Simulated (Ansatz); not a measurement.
# Br− with CH₃F: structure and interaction energy, part 3 of 3

Ansatz 0.2.0, Gaussian basis. Earlier steps stand in the parts before.

**12. wB97M-V/def2-SVP**

The inputs:

ab/in.yaml

```yaml
crystal:
  periodic: [false, false, false]
  atoms:
    - {symbol: Br, position_ang: [-0.276504, -0.113509, -2.873230]}
    - {symbol: C, position_ang: [0.049023, 0.019893, 0.509525]}
    - {symbol: F, position_ang: [0.183749, 0.080829, 1.906654]}
    - {symbol: H, position_ang: [1.000348, 0.273423, 0.045456]}
    - {symbol: H, position_ang: [-0.714021, 0.727595, 0.190849]}
    - {symbol: H, position_ang: [-0.242595, -0.988231, 0.220746]}
basis:
  gaussian: {orbitals: def2-SVP}
total_charge: -1
hamiltonian: {xc: {name: wB97M-V}}
```

a/in.yaml

```yaml
crystal:
  periodic: [false, false, false]
  atoms:
    - {symbol: Br, position_ang: [-0.276504, -0.113509, -2.873230]}
basis:
  gaussian:
    orbitals: def2-SVP
    ghost_atoms:
      - {symbol: C, position_ang: [0.049023, 0.019893, 0.509525]}
      - {symbol: F, position_ang: [0.183749, 0.080829, 1.906654]}
      - {symbol: H, position_ang: [1.000348, 0.273423, 0.045456]}
      - {symbol: H, position_ang: [-0.714021, 0.727595, 0.190849]}
      - {symbol: H, position_ang: [-0.242595, -0.988231, 0.220746]}
total_charge: -1
hamiltonian: {xc: {name: wB97M-V}}
```

b/in.yaml

```yaml
crystal:
  periodic: [false, false, false]
  atoms:
    - {symbol: C, position_ang: [0.049023, 0.019893, 0.509525]}
    - {symbol: F, position_ang: [0.183749, 0.080829, 1.906654]}
    - {symbol: H, position_ang: [1.000348, 0.273423, 0.045456]}
    - {symbol: H, position_ang: [-0.714021, 0.727595, 0.190849]}
    - {symbol: H, position_ang: [-0.242595, -0.988231, 0.220746]}
basis:
  gaussian:
    orbitals: def2-SVP
    ghost_atoms:
      - {symbol: Br, position_ang: [-0.276504, -0.113509, -2.873230]}
hamiltonian: {xc: {name: wB97M-V}}
```

One command serves all of them, each in its own folder.

The run is started by

```sh
> ansatz run in.yaml --threads 4 --pin off --events-out ev --progress --plain --max-ram 9574MiB
```

Output in ab, cut to the lines that bear on the results:

```text
Functional definition: wB97M-V
  name "wB97M-V"
  cite "Mardirossian & Head-Gordon, J. Chem. Phys. 144, 214110 (2016) doi:10.1063/1.4952647"
  cite "Becke, J. Chem. Phys. 107, 8554 (1997) doi:10.1063/1.475007"
  cite "Vydrov & Van Voorhis, J. Chem. Phys. 133, 244103 (2010) doi:10.1063/1.3521275"
  # Of w^i u^j: cxij and so on, Table III.
[...]
  gx(w, u) = 1 - cx + cx01*u + cx10*w
[...]
743 factors; integrals over basis functions are off by at most 1.2e-3 eV
163 factors; integrals over basis functions are off by at most 9.5e-6 eV
[...]
mean field -73833.82533793 eV, -2713.3430348047 hartree, gradient 2.8e-5 eV, S^2 0.000000; 0 other end points of the search recorded, 0 dependent functions left out
reference -73833.82536679 eV, -2713.3430358652 hartree; 27, 27 occupied and 48, 48 virtual orbitals, 743 factors
Total energy: -73833.82536679 eV, -2713.3430358652 hartree
```

Log of a, cut to the lines that bear on the results:

```text
[... 5 set-up lines as earlier in the session ...]
  # Of w^i u^j: cxij and so on, Table III.
[...]
  gx(w, u) = 1 - cx + cx01*u + cx10*w
[...]
      + integral(e_c_pw_mod_opposite_spin*gos(b97_w_opposite, b97_u_opposite)) + vv10(b, c)
706 factors; their error is unknown
151 factors; integrals over basis functions are off by at most 1.9e-5 eV
[...]
mean field -70035.60921945 eV, -2573.7611669738 hartree, gradient 2.3e-5 eV, S^2 0.000000; 0 other end points of the search recorded, 0 dependent functions left out
reference -70035.60924897 eV, -2573.7611680587 hartree; 18, 18 occupied and 57, 57 virtual orbitals, 706 factors
Total energy: -70035.60924897 eV, -2573.7611680587 hartree
```

b printed, cut to the lines that bear on the results:

```text
[... 5 set-up lines as earlier in the session ...]
  # Of w^i u^j: cxij and so on, Table III.
[...]
  gx(w, u) = 1 - cx + cx01*u + cx10*w
[...]
      + integral(e_c_pw_mod_opposite_spin*gos(b97_w_opposite, b97_u_opposite)) + vv10(b, c)
774 factors; their error is unknown
147 factors; integrals over basis functions are off by at most 4.1e-5 eV
[...]
mean field -3797.85835321 eV, -139.5687201996 hartree, gradient 1.8e-5 eV, S^2 0.000000; 0 other end points of the search recorded, 0 dependent functions left out
reference -3797.85837989 eV, -139.5687211799 hartree; 9, 9 occupied and 66, 66 virtual orbitals, 774 factors
Total energy: -3797.85837989 eV, -139.5687211799 hartree
```

They took 3.4 s (ab), 1.9 s (a), 3.5 s (b) on 4 threads of Arm Neoverse V1, shared host.

Interaction energy, ab − a − b: -8.25 kcal/mol.

**13. CCSD(T)/def2-SVP**

Each input of step 12 (ab, a, b) changes in the same lines:

```diff
-hamiltonian: {xc: {name: wB97M-V}}
+correlation: {method: ccsd_t}
```

One command serves all of them, each in its own folder.

The run is started by

```sh
> ansatz run in.yaml --threads 4 --pin off --events-out ev --progress --plain --max-ram 9574MiB
```

Output in ab, cut to the lines that bear on the results:

```text
[... 4 set-up lines as earlier in the session ...]
[...]
743 factors; integrals over basis functions are off by at most 1.2e-3 eV
[...]
mean field -73772.65105579 eV, -2711.0949214012 hartree, gradient 1.6e-6 eV, S^2 0.000000; 0 other end points of the search recorded, 0 dependent functions left out
11 core orbitals not correlated: weight in the atoms' cores, before any rotation towards them, 1.000 or more for the frozen orbitals, at most 0.000 for the correlated occupied ones
reference -73772.65105579 eV, -2711.0949214012 hartree; 16, 16 occupied and 48, 48 virtual orbitals, 743 factors
second order -15.36767498 eV of doubles, -0.00000000 eV of singles
cycle   1  -15.64740607 eV  change   -2.8e-1 eV  update   6.5e-2
[...]
cycle   8  -15.99445515 eV  change    2.3e-5 eV  update   1.3e-5
perturbative correction -0.26282974 eV, -0.0096588149 hartree
Total energy: -73788.90834068 eV, -2711.6923656016 hartree
```

a printed, cut to the lines that bear on the results:

```text
[... 4 set-up lines as earlier in the session ...]
[...]
627 factors; integrals over basis functions are off by at most 1.4e-3 eV
[...]
mean field -69991.90229540 eV, -2572.1549671408 hartree, gradient 1.3e-6 eV, S^2 0.000000; 0 other end points of the search recorded, 0 dependent functions left out
9 core orbitals not correlated: weight in the atoms' cores, before any rotation towards them, 1.000 or more for the frozen orbitals, at most 0.000 for the correlated occupied ones
reference -69991.90229540 eV, -2572.1549671408 hartree; 9, 9 occupied and 57, 57 virtual orbitals, 627 factors
second order -6.31582008 eV of doubles, -0.00000000 eV of singles
cycle   1  -6.26974084 eV  change    4.6e-2 eV  update   3.0e-2
[...]
cycle   8  -6.36407647 eV  change    1.2e-5 eV  update   8.7e-6
perturbative correction -0.09249090 eV, -0.0033989780 hartree
Total energy: -69998.35886278 eV, -2572.3922416155 hartree
```

b printed, cut to the lines that bear on the results:

```text
[... 4 set-up lines as earlier in the session ...]
[...]
608 factors; integrals over basis functions are off by at most 1.2e-3 eV
[...]
mean field -3780.42800567 eV, -138.9281667423 hartree, gradient 1.4e-6 eV, S^2 0.000000; 0 other end points of the search recorded, 0 dependent functions left out
2 core orbitals not correlated: weight in the atoms' cores, before any rotation towards them, 1.000 or more for the frozen orbitals, at most 0.000 for the correlated occupied ones
reference -3780.42800567 eV, -138.9281667423 hartree; 7, 7 occupied and 66, 66 virtual orbitals, 608 factors
second order -9.05581034 eV of doubles, -0.00000000 eV of singles
cycle   1  -9.38284961 eV  change   -3.3e-1 eV  update   5.9e-2
[...]
cycle   8  -9.64156327 eV  change    1.7e-5 eV  update   1.3e-5
perturbative correction -0.17129747 eV, -0.0062950658 hartree
Total energy: -3790.24086641 eV, -139.2887827231 hartree
```

Times: 2.5 s (ab), 1.1 s (a), 1.4 s (b) on 4 threads of Arm Neoverse V1, shared host.

E(ab) − E(a) − E(b) = -7.12 kcal/mol.

**14. Vibrations of the pair**

File vib/in.yaml:

```yaml
crystal:
  periodic: [false, false, false]
  atoms:
    - {symbol: Br, position_ang: [-0.276504, -0.113509, -2.873230]}
    - {symbol: C, position_ang: [0.049023, 0.019893, 0.509525]}
    - {symbol: F, position_ang: [0.183749, 0.080829, 1.906654]}
    - {symbol: H, position_ang: [1.000348, 0.273423, 0.045456]}
    - {symbol: H, position_ang: [-0.714021, 0.727595, 0.190849]}
    - {symbol: H, position_ang: [-0.242595, -0.988231, 0.220746]}
basis:
  gaussian: {orbitals: def2-TZVP}
total_charge: -1
hamiltonian: {xc: pbe0, dispersion: d4}
phonons: {temperatures: {t_min: 298.15, t_max: 900, t_step: 200}}
```

The run is started by

```sh
> ansatz run in.yaml --threads 4 --pin off --events-out ev --progress --plain --max-ram 9574MiB
```

Log, cut to the lines that bear on the results:

```text
[... 5 set-up lines as earlier in the session ...]
[...]
881 factors; their error is unknown
[...]
mean field -73840.82571690 eV, -2713.6002939867 hartree, gradient 5.1e-5 eV, S^2 0.000000; 0 other end points of the search recorded, 0 dependent functions left out
[...]
Atom 3 at     1.000348     0.273423     0.045456 Å, force    -0.004798    -0.001597    -0.015596 eV/Å
Atom 4 at    -0.714021     0.727595     0.190849 Å, force     0.000759    -0.002985    -0.015868 eV/Å
Atom 5 at    -0.242595    -0.988231     0.220746 Å, force    -0.000584     0.003278    -0.016924 eV/Å
Dipole moment:     0.068032     0.027217     0.707320 e Å
Vibrations: 82.23 82.37 82.92 995.94 1149.37 1149.89 1424.58 1472.92 1472.94 3082.87 3183.89 3184.27 cm⁻¹, zero-point energy 1.076443 eV
```

It took 42 s on 4 threads of Arm Neoverse V1, shared host.

The modes, with what each moves most:

```tsv
mode	wavenumber (cm⁻¹)	character
1	82	not assigned (largely outside the bonds, angles and torsions drawn)
2	82	not assigned (largely outside the bonds, angles and torsions drawn)
3	83	not assigned (largely outside the bonds, angles and torsions drawn)
4	996	C–F stretch
5	1149	bend
6	1150	bend
7	1425	bend
8	1473	bend
9	1473	bend
10	3083	C–H stretch
11	3184	C–H stretch
12	3184	C–H stretch
```

Vibrational sums (real modes only):

```tsv
T (K)	entropy (J/mol/K)	heat capacity (J/mol/K)
298	49.1	29.3
498	67.4	43.3
698	84.0	55.4
898	99.1	64.6
```

**15. The ladder**

The basis limit takes Hartree-Fock with exponent 7.88 and MP2 correlation with exponent 2.97 from the triple- and quadruple-zeta runs, and adds the coupled-cluster step over MP2 from triple zeta. Where a quadruple-zeta run was CCSD(T), only its Hartree-Fock and MP2 parts are used.

Rows are in def2-TZVPPD; times add the 3 runs of a level on a shared host, so small differences are noise.

Differences are taken before rounding.

```tsv
method	rung	interaction (kcal/mol)	from CCSD(T)/CBS (kcal/mol)	time
PBE-D4	GGA	-8.57	+0.29	5.1 s
revPBE-D4	GGA	-8.04	+0.82	4.2 s
BLYP-D4	GGA	-7.99	+0.87	4.2 s
r2SCAN-D4	meta-GGA	-8.57	+0.30	8.8 s
B97M-V	meta-GGA	-8.51	+0.35	14 s
PBE0-D4	hybrid	-8.66	+0.20	9.4 s
B3LYP-D4	hybrid	-8.38	+0.48	9.1 s
HSE06-D4	screened hybrid	-8.66	+0.21	9.4 s
wB97X-V	range-separated hybrid	-8.65	+0.21	17 s
wB97M-V	range-separated hybrid	-8.69	+0.17	19 s
B2PLYP	double hybrid	-7.64	+1.22	11 s
Hartree-Fock	wavefunction	-6.72	+2.14	
MP2	wavefunction	-8.29	+0.57	
CCSD	wavefunction	-8.00	+0.86	
CCSD(T)	wavefunction	-8.20	+0.66	1.8 min
CCSD(T)/CBS		-8.86	0	2.4 min
```

Among the levels timed on like hardware and quicker than the yardstick, those that no quicker one beats, quickest first: revPBE-D4 (4.2 s, +0.82 kcal/mol); PBE-D4 (5.1 s, +0.29 kcal/mol); PBE0-D4 (9.4 s, +0.20 kcal/mol); wB97M-V (19 s, +0.17 kcal/mol).

wB97M-V reaches 0.17 kcal/mol from the reference in 19 s, where CCSD(T)/CBS took 2.4 min; the quickest level in the cost chart, revPBE-D4, takes 4.2 s and misses by 0.82 kcal/mol.

**16. Summary of results**

What follows sums up all 3 parts.

| quantity | value |
| --- | --- |
| interaction energy, CCSD(T)/CBS | -8.86 kcal/mol |
| of it Hartree-Fock (basis limit) | -6.74 kcal/mol |
| D4 term of PBE0-D4 | -0.75 kcal/mol |
| shortest contact | Br1–H5 3.21 Å |
| lowest wavenumber | 82 cm⁻¹ |

In words: The pair is bound by 8.86 kcal/mol at fixed fragment shapes. Hartree-Fock gives 76 % of it, so electrostatics, induction and charge transfer lead. wB97M-V is the best functional here (+0.17 kcal/mol from CCSD(T)/CBS); B2PLYP is the worst (+1.22 kcal/mol). Mean unsigned error by rung: GGA 0.66, meta-GGA 0.32, hybrid 0.34, screened hybrid 0.21, range-separated hybrid 0.19, double hybrid 1.22 kcal/mol. The double hybrids carry no dispersion term here, unlike the levels marked D4 or V. PBE-D4 gives an interaction energy 0.29 kcal/mol too high, an error of 3 % of the reference. CCSD(T) moves by -0.66 kcal/mol from triple zeta to the limit; gaps between functionals far smaller than that don't rank them. A lower arrangement may exist.
